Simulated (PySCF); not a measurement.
# C₂H₅BF₂: excited states, first hyperpolarisability

Aim: compute the excited states, first hyperpolarisability of C₂H₅BF₂ (`CCB(F)F`).

Programs: PySCF 2.14.0, with routines of our own; each step states its level. All values are computed. Atoms count from 0.

## 1. The system as given

10 atoms, charge 0, multiplicity 1; geometry from: GFN2-xTB.

## 2. Geometry optimisation at PBE0-D3(BJ)/def2-TZVP

What the job is given:

```
{"job": {"xc": "PBE0", "basis": "def2-TZVP", "d3": "d3bj", "grid": 2, "kind": "geom"}, "charge": 0, "multiplicity": 1}
C     -1.199856    -0.223719    -0.082362
C      0.107293     0.572111    -0.132902
B      1.402448    -0.256537     0.221117
F      1.401018    -1.538463     0.522387
F      2.604655     0.287843     0.238738
H     -2.043469     0.409699    -0.345483
H     -1.163018    -1.059917    -0.775756
H     -1.364502    -0.620471     0.916029
H      0.228252     1.006829    -1.129100
H      0.036060     1.427281     0.544804
```

On the command line:

```console
OMP_NUM_THREADS=1 python excited_run.py task.json out
```

This one command runs all jobs of the session in turn.

The log of the run:

```text
step   0  E = -303.70004486  max force = 0.009719
step   1  E = -303.70049985  max force = 0.002061
step   2  E = -303.70071195  max force = 0.002531
step   3  E = -303.70084802  max force = 0.001597
step   4  E = -303.70088586  max force = 0.000641
step   5  E = -303.70092130  max force = 0.001393
step   6  E = -303.70096187  max force = 0.001944
step   7  E = -303.70098634  max force = 0.001198
step   8  E = -303.70099248  max force = 0.000251
optimisation converged
```

Wall time 58 s (1 thread of Arm Neoverse V2, shared host); peak memory 0.83 GiB.

Step by step:

| step | energy from step 0 (eV) | largest force component (eV/Å) |
| --- | --- | --- |
| 0 | 0.0000 | 0.4998 |
| 1 | -0.0124 | 0.1060 |
| 2 | -0.0182 | 0.1301 |
| 3 | -0.0219 | 0.0821 |
| 4 | -0.0229 | 0.0330 |
| 5 | -0.0238 | 0.0716 |
| 6 | -0.0250 | 0.1000 |
| 7 | -0.0256 | 0.0616 |
| 8 | -0.0258 | 0.0129 |

Distances of close pairs at the start and the end, largest changes first:

| bond | before (Å) | after (Å) | change (Å) |
| --- | --- | --- | --- |
| C1–B2 | 1.578 | 1.558 | -0.020 |
| C0–C1 | 1.531 | 1.523 | -0.008 |
| B2–F3 | 1.317 | 1.323 | +0.006 |
| C0–H7 | 1.087 | 1.092 | +0.005 |
| C0–H6 | 1.087 | 1.092 | +0.005 |
| C0–H5 | 1.087 | 1.092 | +0.004 |
| C1–H8 | 1.094 | 1.098 | +0.004 |
| B2–F4 | 1.320 | 1.324 | +0.004 |

The next job starts from the end point, and lists it.

| at the end point | value |
| --- | --- |
| point group (found at 0.08 Å tolerance) | Cs |
| rotational constants (GHz, main isotopes) | 8.905, 3.462, 2.570 |
| dipole moment (D) | 1.69 |

## 3. Excited states: TDA CAM-B3LYP/def2-TZVPD

What the job is given:

```
{"job": {"kind": "states", "xc": "CAM-B3LYP", "basis": "def2-TZVPD", "tda": true, "soc": true, "nstates": 6, "ntriplets": 5, "nquad": 4}, "charge": 0, "multiplicity": 1}
C     -1.061881    -0.383119    -0.465090
C      0.145716     0.515634    -0.233240
B      1.193755    -0.010908     0.792398
F      1.063863    -1.169859     1.416864
F      2.278054     0.687630     1.089895
H     -1.746160     0.049059    -1.197653
H     -0.760860    -1.367196    -0.829696
H     -1.621597    -0.540398     0.459379
H      0.679534     0.705361    -1.173678
H     -0.165838     1.513582     0.099864
```

Method: TDA CAM-B3LYP/def2-TZVPD excited states, vertical, gas phase, spin-orbit mean-field couplings.

The log of the run:

```text
coarse grid: 8536 points
cycle   1  E = -303.8398503259  dE =  4.887e-01  |g| = 6.971e-01  |ddm| = 2.379e+00
cycle   2  E = -303.8175627579  dE =  2.229e-02  |g| = 8.749e-01  |ddm| = 1.105e+00
cycle   3  E = -303.9212830064  dE = -1.037e-01  |g| = 4.757e-02  |ddm| = 3.892e-01
cycle   4  E = -303.9216625413  dE = -3.795e-04  |g| = 2.559e-02  |ddm| = 5.386e-02
cycle   5  E = -303.9218095591  dE = -1.470e-04  |g| = 3.543e-03  |ddm| = 3.415e-02
cycle   6  E = -303.9218125677  dE = -3.009e-06  |g| = 6.276e-04  |ddm| = 4.904e-03
final grid: 83696 points
cycle   7  E = -303.9184194323  dE = -9.801e-05  |g| = 4.741e-03  |ddm| = 1.448e-01
cycle   8  E = -303.9184200820  dE = -6.497e-07  |g| = 4.407e-03  |ddm| = 1.080e-02
cycle   9  E = -303.9184235195  dE = -3.437e-06  |g| = 4.555e-04  |ddm| = 3.686e-03
cycle  10  E = -303.9184235336  dE = -1.416e-08  |g| = 2.937e-04  |ddm| = 6.413e-04
cycle  11  E = -303.9184235484  dE = -1.478e-08  |g| = 2.213e-05  |ddm| = 2.060e-04
cycle  12  E = -303.9184235485  dE = -1.139e-10  |g| = 9.331e-06  |ddm| = 3.653e-05
converged SCF energy = -303.9184235485

Singlet excitations
state   eV       nm        f     d(h-e)  d(exc)  Lambda  PR(NTO)  |dmu|/D   mu/D   main configurations
  1   8.3909   147.8   0.01564   0.746   2.399   0.482   1.029    2.744    4.438   H->L+2 0.90
  2   8.4584   146.6   0.00713   0.254   3.456   0.296   1.025    1.198    2.422   H->L 0.90
  3   9.0213   137.4   0.00001   0.339   3.420   0.290   1.024    1.254    2.493   H-1->L 0.85
  4   9.4632   131.0   0.08470   0.427   3.684   0.294   1.180    2.060    0.845   H->L+1 0.86
  5   9.5434   129.9   0.04456   1.464   2.791   0.394   1.045                     H-1->L+2 0.95
  6   9.7088   127.7   0.00021   0.997   2.573   0.304   1.027                     H-2->L+2 0.86

Triplet excitations (Tamm-Dancoff)
state   eV     d(h-e)  d(exc)  Lambda  PR(NTO)   main configurations
  1   7.5362   0.741   2.259   0.478   1.011   H->L+2 0.87
  2   8.2553   0.227   3.309   0.296   1.062   H->L 0.85
  3   8.7773   0.246   3.226   0.289   1.070   H-1->L 0.79, H-1->L+1 0.08
  4   8.9419   1.239   2.627   0.397   1.047   H-1->L+2 0.88
  5   9.2097   0.392   3.442   0.294   1.294   H->L+1 0.77
S1 - T1 = 0.8547 eV

Spin-orbit couplings |<S|Hso|T>| (cm-1)
             T1       T2       T3       T4       T5
S0       42.322    3.559    5.217    0.403    2.442
S1        0.148    3.407    0.295    4.748    2.671
S2        1.582    0.273    2.536    0.561    1.124
S3        0.026    2.519    0.102    2.046    4.087
S4        3.053    0.582    3.637    0.279    0.110
S5        2.504    0.200    2.390    0.227    0.031
S6        6.263    1.088    1.641   15.164    0.704
T1 sublevels (cm-1): 0.000 0.002 0.032   radiative rates (1/s): 0.612 10.5 404
```

It took 23 s on 1 thread of Arm Neoverse V2, shared host; peak memory 0.8 GiB.

Key values:

| quantity | value |
| --- | --- |
| S1 less T1 | 0.85 eV |

## 4. Excited states: TDDFT CAM-B3LYP/def2-TZVPD

The job, as its differences from that of step 3:

```diff
@@ -1,2 +1,2 @@
-{"job": {"kind": "states", "xc": "CAM-B3LYP", "basis": "def2-TZVPD", "tda": true, "soc": true, "nstates": 6, "ntriplets": 5, "nquad": 4}, "charge": 0, "multiplicity": 1}
+{"job": {"kind": "states", "xc": "CAM-B3LYP", "basis": "def2-TZVPD", "tpa": true, "nstates": 8, "nquad": 6, "ntriplets": 0}, "charge": 0, "multiplicity": 1}
 C     -1.061881    -0.383119    -0.465090
```

Method: TDDFT CAM-B3LYP/def2-TZVPD excited states, vertical, gas phase, two-photon moments by quadratic response.

The log of the run:

```text
coarse grid: 8536 points
cycle   1  E = -303.8398503259  dE =  4.887e-01  |g| = 6.971e-01  |ddm| = 2.379e+00
cycle   2  E = -303.8175627579  dE =  2.229e-02  |g| = 8.749e-01  |ddm| = 1.105e+00
cycle   3  E = -303.9212830064  dE = -1.037e-01  |g| = 4.757e-02  |ddm| = 3.892e-01
cycle   4  E = -303.9216625413  dE = -3.795e-04  |g| = 2.559e-02  |ddm| = 5.386e-02
cycle   5  E = -303.9218095591  dE = -1.470e-04  |g| = 3.543e-03  |ddm| = 3.415e-02
cycle   6  E = -303.9218125677  dE = -3.009e-06  |g| = 6.276e-04  |ddm| = 4.904e-03
final grid: 83696 points
cycle   7  E = -303.9184194323  dE = -9.801e-05  |g| = 4.741e-03  |ddm| = 1.448e-01
cycle   8  E = -303.9184200820  dE = -6.497e-07  |g| = 4.407e-03  |ddm| = 1.080e-02
cycle   9  E = -303.9184235195  dE = -3.437e-06  |g| = 4.555e-04  |ddm| = 3.686e-03
cycle  10  E = -303.9184235336  dE = -1.416e-08  |g| = 2.937e-04  |ddm| = 6.413e-04
cycle  11  E = -303.9184235484  dE = -1.478e-08  |g| = 2.213e-05  |ddm| = 2.060e-04
cycle  12  E = -303.9184235485  dE = -1.139e-10  |g| = 9.331e-06  |ddm| = 3.653e-05
converged SCF energy = -303.9184235485

Singlet excitations
state   eV       nm        f     d(h-e)  d(exc)  Lambda  PR(NTO)  |dmu|/D   mu/D   delta(TPA)   sigma/GM   main configurations
  1   8.3333   148.8   0.01125   0.748   2.392   0.483   1.036    2.785    4.481        4.11      0.105   H->L+2 0.91
  2   8.4510   146.7   0.00684   0.247   3.464   0.295   1.025    1.180    2.396       13.04      0.341   H->L 0.90
  3   9.0156   137.5   0.00000   0.339   3.425   0.290   1.024    1.242    2.478       17.97      0.535   H-1->L 0.85
  4   9.4527   131.2   0.07331   0.419   3.681   0.294   1.200    2.022    0.827        2.69      0.088   H->L+1 0.85
  5   9.5049   130.4   0.04848   1.450   2.794   0.394   1.061    5.200    6.837       11.01      0.364   H-1->L+2 0.95
  6   9.7017   127.8   0.00020   0.993   2.578   0.303   1.028    3.684    5.320        1.73      0.060   H-2->L+2 0.85
  7   9.7460   127.2   0.02444   0.148   3.767   0.281   1.362                                            H->L+3 0.79, H-2->L 0.12
  8   9.7631   127.0   0.01101   0.345   3.547   0.265   1.423                                            H-2->L 0.70, H->L+3 0.12
```

Run time: 30 s. Hardware: 1 thread of Arm Neoverse V2, shared host; peak memory 0.81 GiB.

## 5. First hyperpolarisability: quadratic response CAM-B3LYP/def2-TZVPD

The job, as its differences from that of step 4:

```diff
@@ -1,2 +1,2 @@
-{"job": {"kind": "states", "xc": "CAM-B3LYP", "basis": "def2-TZVPD", "tpa": true, "nstates": 8, "nquad": 6, "ntriplets": 0}, "charge": 0, "multiplicity": 1}
+{"job": {"kind": "beta", "xc": "CAM-B3LYP", "basis": "def2-TZVPD"}, "charge": 0, "multiplicity": 1}
 C     -1.061881    -0.383119    -0.465090
```

Method: quadratic response CAM-B3LYP/def2-TZVPD first hyperpolarisability, Taylor convention, gas phase.

The log of the run:

```text
coarse grid: 8536 points
cycle   1  E = -303.8398503259  dE =  4.887e-01  |g| = 6.971e-01  |ddm| = 2.379e+00
cycle   2  E = -303.8175627579  dE =  2.229e-02  |g| = 8.749e-01  |ddm| = 1.105e+00
cycle   3  E = -303.9212830064  dE = -1.037e-01  |g| = 4.757e-02  |ddm| = 3.892e-01
cycle   4  E = -303.9216625413  dE = -3.795e-04  |g| = 2.559e-02  |ddm| = 5.386e-02
cycle   5  E = -303.9218095591  dE = -1.470e-04  |g| = 3.543e-03  |ddm| = 3.415e-02
cycle   6  E = -303.9218125677  dE = -3.009e-06  |g| = 6.276e-04  |ddm| = 4.904e-03
final grid: 83696 points
cycle   7  E = -303.9184194323  dE = -9.801e-05  |g| = 4.741e-03  |ddm| = 1.448e-01
cycle   8  E = -303.9184200820  dE = -6.497e-07  |g| = 4.407e-03  |ddm| = 1.080e-02
cycle   9  E = -303.9184235195  dE = -3.437e-06  |g| = 4.555e-04  |ddm| = 3.686e-03
cycle  10  E = -303.9184235336  dE = -1.416e-08  |g| = 2.937e-04  |ddm| = 6.413e-04
cycle  11  E = -303.9184235484  dE = -1.478e-08  |g| = 2.213e-05  |ddm| = 2.060e-04
cycle  12  E = -303.9184235485  dE = -1.139e-10  |g| = 9.331e-06  |ddm| = 3.653e-05
converged SCF energy = -303.9184235485

Lowest singlets (eV, f): 8.3333 0.0112  8.4510 0.0068  9.0156 0.0000

First hyperpolarisability (au)
process     nm      |vector|   parallel      HRS      DR
static         -       56.92     -33.64      22.48    5.97
shg       1907.0       57.79     -34.15      22.85   5.924
eope      1907.0       57.21     -33.81          -       -
shg       1064.0       59.80     -35.34      23.72    5.82
eope      1064.0       57.86     -34.19          -       -
```

It took 21 s on 1 thread of Arm Neoverse V2, shared host; peak memory 0.81 GiB.

## 6. Results

| quantity | value |
| --- | --- |
| point group | Cs |
| rotational constants (main isotopes) | 8.90, 3.46, 2.57 GHz |
| S1 less T1 (step 3, TDA CAM-B3LYP/def2-TZVPD) | 0.85 eV |
| β vector (step 5, quadratic response CAM-B3LYP/def2-TZVPD) | static 57, SHG 1907.0 nm 58, SHG 1064.0 nm 60 au |

In words: Over 8 steps the energy fell by 0.026 eV; of the close pairs, C1–B2 changed most, 1.578 to 1.558 Å. In step 3, the number of triplets below S1 is 2, and the largest singlet-triplet spin-orbit coupling is S0–T1, 42.32 cm⁻¹. β grows from 57 au (static) to 60 au for doubling at 1064.0 nm: normal dispersion, which grows as twice the photon energy moves toward the bright states.
